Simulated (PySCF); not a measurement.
# GeH5P: the cost of one run

The runs use PySCF 2.14.0, with density-fitted response routines of our own; the level of theory stands in each step. All values are computed, except where a source is named. Atoms count from 0, in the outputs and in this text.

## 1. The starting structure

7 atoms, charge 0, multiplicity 1; geometry from: GFN2-xTB. The atoms were then displaced at random by about 0.01 Å, so the start is not that level's minimum.

Bonds of the start (Å): P0–Ge1 2.31, P0–H2 1.39, P0–H3 1.37, Ge1–H4 1.49, Ge1–H5 1.51, Ge1–H6 1.50.

## 2. Geometry optimisation at PBE0-D3(BJ)/def2-SVP

What the job is given:

```
{"job": {"xc": "PBE0", "basis": "def2-SVP", "d3": "d3bj", "grid": 1, "shake": 0.01, "kind": "geom"}, "charge": 0, "multiplicity": 1}
P      1.300320    -0.149300     0.873070
Ge    -0.778540     0.169440    -0.094340
H      1.921530     0.537620    -0.164970
H      1.500130    -1.359570     0.263820
H     -1.809080    -0.686170     0.567240
H     -1.243360     1.593580     0.065300
H     -0.857050    -0.134700    -1.560050
```

Command:

```
$ OMP_NUM_THREADS=1 python probes_run.py task.json out
```

The driver reads the jobs from task.json and runs them one after another.

**Question.** How long does this first job take on 1 thread of Arm Neoverse V2, shared host, and how much memory does it need?

About 8.4 s, with a peak of 0.32 GiB.
